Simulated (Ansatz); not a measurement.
# C2H6Ge, SMILES C[CH2][GeH]: a short molecular-dynamics run

Run with Ansatz's Python interface.

Script `c2h6ge.py`:
```python
import ansatz as az
import numpy as np

GEOMETRY = '''
C    -0.53850    0.49790   -0.55970
C     0.29340   -0.64720   -0.22050
Ge    1.43230   -0.20180    1.26380
H    -1.17110    0.28720   -1.42870
H     0.04030    1.40680   -0.87870
H    -1.22260    0.83420    0.29550
H     0.94710   -0.91730   -1.09240
H    -0.29800   -1.49540    0.05260
H     0.60560    0.18930    2.55100
'''

molecule = az.Crystal.molecule()
for line in GEOMETRY.strip().splitlines():
    symbol, *xyz = line.split()
    molecule = molecule.atom(symbol, [float(v) for v in xyz])

calc = (
    molecule.calculation()
    .basis(gaussian='def2-SVP')
    .functional('BLYP')
    .md('nve', timestep=1.0, steps=30, temperature=800, initial_velocities='maxwell_boltzmann', seed=39)
)
frames = []
calc.session().plan().execute(on_event=lambda e: frames.append(e['data']) if e['event'] == 'md_step' else None)
print('t (fs)   E_pot (eV)      E_kin (eV)   T (K)   d(0-1) (A)')
for f in frames[::2]:
    xyz = np.array(f['positions_ang'])
    print(f'{f["time_fs"]:6.2f} {f["lagrangian_ev"]:14.5f} {f["e_kin_ev"]:10.5f} {f["temperature_k"]:8.1f} {np.linalg.norm(xyz[0] - xyz[1]):9.4f}')
kept = np.array([f['conserved_ev'] for f in frames])
print(f'conserved energy moves by at most {1000 * np.ptp(kept):.3f} meV')
```

```console
$ python c2h6ge.py
t (fs)   E_pot (eV)      E_kin (eV)   T (K)   d(0-1) (A)
  0.00   -58679.63503    0.72386    800.0    1.4555
  2.00   -58679.60953    0.70216    776.0    1.4912
  4.00   -58679.56833    0.66530    735.3    1.5321
  6.00   -58679.67643    0.76691    847.6    1.5735
  8.00   -58679.64899    0.74466    823.0    1.6174
 10.00   -58679.70447    0.79939    883.5    1.6626
 12.00   -58679.79851    0.88703    980.3    1.7022
 14.00   -58679.65846    0.75437    833.7    1.7282
 16.00   -58679.58668    0.67974    751.2    1.7360
 18.00   -58679.50737    0.60099    664.2    1.7275
 20.00   -58679.42620    0.52550    580.8    1.7046
 22.00   -58679.58512    0.67652    747.7    1.6675
 24.00   -58679.63226    0.72409    800.3    1.6170
 26.00   -58679.58024    0.67481    745.8    1.5569
 28.00   -58679.51802    0.60773    671.7    1.4961
 30.00   -58679.28151    0.37960    419.5    1.4493
conserved energy moves by at most 10.797 meV
```

Notes:
- The settings weren't tested for convergence.
- The trajectory is only some femtoseconds long, so its temperature is not equilibrated; where the script doesn't relax first, it starts from a rough generated geometry.
- The temperature counts the internal degrees of freedom alone.
- With hydrogen a step over 0.5 fs is long.
- Finished in 30 s on 1 thread of AMD EPYC 9R45 96-Core Processor (Zen 5) (shared host), peak memory 0.2 GiB.

(Lines on the test bed's own set-up are left out of the output.)
